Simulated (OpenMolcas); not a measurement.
# TlI (thallium iodide): MP2/def2-TZVPP (core potential)

Aim: the energy change on altering one bond length of TlI (thallium iodide) at MP2/def2-TZVPP (core potential), from 2 runs. 

Program for the calculation: OpenMolcas 26.06.

### Step 1. The molecule

TlI has 2 atoms, charge 0, and is taken as a singlet. As SMILES, `[I][Tl]`. The coordinates come from a PBE0-D4/def2-TZVP relaxation.

Bond lengths: I1–Tl2 2.841 Å.

### Step 2. The energy at MP2/def2-TZVPP (core potential)

File coord.xyz:

```xyz
2

I      0.000000     0.000000    -0.008400
Tl     0.000000     0.000000     2.832460
```

File job.inp:

```
&GATEWAY
BasLib
$CurrDir
Coord
coord.xyz
Basis
def2-TZVPP
Group
NoSym
&SEWARD
&SCF
PrOrbitals
0
&MBPT2
Frozen
8
```

The basis set def2-TZVPP is read from a file made from the Basis Set Exchange's data (not shown).

The run is started by

```bash
export MOLCAS_MEM=1860
pymolcas job.inp > job.log
```

Output:

```text
--- Start Module: gateway ---
[...]
--- Stop Module: gateway /rc=_RC_ALL_IS_WELL_ ---
[...]
      Basis functions          100
[...]
--- Start Module: scf ---
[...]
       Convergence after  11 Iterations
[...]
::    Total SCF energy                               -468.2660239045
[...]
      Total spin, S                                     0.0000000000
[...]
      Total electronic charge=   46.000000
      Total            charge=   -0.000000
[...]
      Dipole Moment (debye):
      Origin of the operator (angstrom)=    0.0000    0.0000    1.7462
                   X=  1.6350E-15               Y=  3.9268E-15               Z=  4.9563E+00           Total=  4.9563E+00
      Quadrupole Moment (debye*angstrom):
[...]
--- Stop Module: scf /rc=_RC_ALL_IS_WELL_ ---
[...]
--- Start Module: mbpt2 ---
[...]
WARNING!
Default frozen orbitals as non valence orbitals is overwritten by user input.
Default values:   0
[...]
       Reference weight ( Cref**2 )         =        0.81687
::    Total MBPT2 energy                             -469.1219903601
[...]
      Total MBPT2 calculations                           0.29      0.33
--- Stop Module: mbpt2 /rc=_RC_ALL_IS_WELL_ ---
[...]
```

Wall time 5.4 s (1 thread of Arm Neoverse V2, shared host); peak memory 0.56 GiB.

### Step 3. The distorted shape at the same level

File coord.xyz:

```xyz
2

I      0.000000     0.000000    -0.718640
Tl     0.000000     0.000000     2.832460
```

File job.inp:

```
* ITl MP2

&GATEWAY
  BasLib = $CurrDir
  Coord = coord.xyz
  Basis = def2-TZVPP
  Group = NoSym

&SEWARD

&SCF
  PrOrbitals = 0

&MBPT2
  Frozen = 8
```

The basis set def2-TZVPP is read from a file made from the Basis Set Exchange's data (not shown).

The run is started by

```bash
export MOLCAS_MEM=1860
pymolcas job.inp > job.log
```

Output:

```text
--- Start Module: gateway ---
[...]
--- Stop Module: gateway /rc=_RC_ALL_IS_WELL_ ---
[...]
      Basis functions          100
[...]
--- Start Module: scf ---
[...]
       Convergence after  11 Iterations
[...]
::    Total SCF energy                               -468.2444895895
[...]
      Total spin, S                                     0.0000000000
[...]
      Total electronic charge=   46.000000
      Total            charge=   -0.000000
[...]
      Dipole Moment (debye):
      Origin of the operator (angstrom)=    0.0000    0.0000    1.4746
                   X=  1.0092E-15               Y=  3.3072E-15               Z=  1.0356E+01           Total=  1.0356E+01
      Quadrupole Moment (debye*angstrom):
[...]
--- Stop Module: scf /rc=_RC_ALL_IS_WELL_ ---
[...]
--- Start Module: mbpt2 ---
[...]
WARNING!
Default frozen orbitals as non valence orbitals is overwritten by user input.
Default values:   0
[...]
       Reference weight ( Cref**2 )         =        0.81763
::    Total MBPT2 energy                             -469.0916152122
[...]
      Total MBPT2 calculations                           0.28      0.33
--- Stop Module: mbpt2 /rc=_RC_ALL_IS_WELL_ ---
[...]
```

Wall time 5.4 s (1 thread of Arm Neoverse V2, shared host); peak memory 0.56 GiB.

### Step 4. Outcome

At MP2/def2-TZVPP (core potential), 8 core orbitals frozen:

| quantity | value |
| --- | --- |
| first shape: total energy | -469.12199 Eh |
| first shape: dipole moment (mean-field density) | 4.96 D |
| first shape: HOMO energy (Hartree–Fock orbitals) | -8.81 eV |
| first shape: LUMO energy (Hartree–Fock orbitals) | 0.29 eV |
| first shape: HOMO–LUMO gap (Hartree–Fock orbitals) | 9.10 eV |
| first shape: correlation energy (8 core orbitals frozen) | -856.0 mEh |
| distorted shape: total energy | -469.09162 Eh |
| distorted shape: dipole moment (mean-field density) | 10.36 D |
| distorted shape: HOMO energy (Hartree–Fock orbitals) | -8.07 eV |
| distorted shape: LUMO energy (Hartree–Fock orbitals) | -0.47 eV |
| distorted shape: HOMO–LUMO gap (Hartree–Fock orbitals) | 7.60 eV |
| distorted shape: correlation energy (8 core orbitals frozen) | -847.1 mEh |
| energy change with the I1–Tl2 bond stretched from 2.841 to 3.551 Å | 0.827 eV |

In words: With the I1–Tl2 bond stretched from 2.841 to 3.551 Å the energy rises by 0.83 eV (19.1 kcal/mol). The first shape isn't relaxed at this level, so the change isn't measured from a minimum.
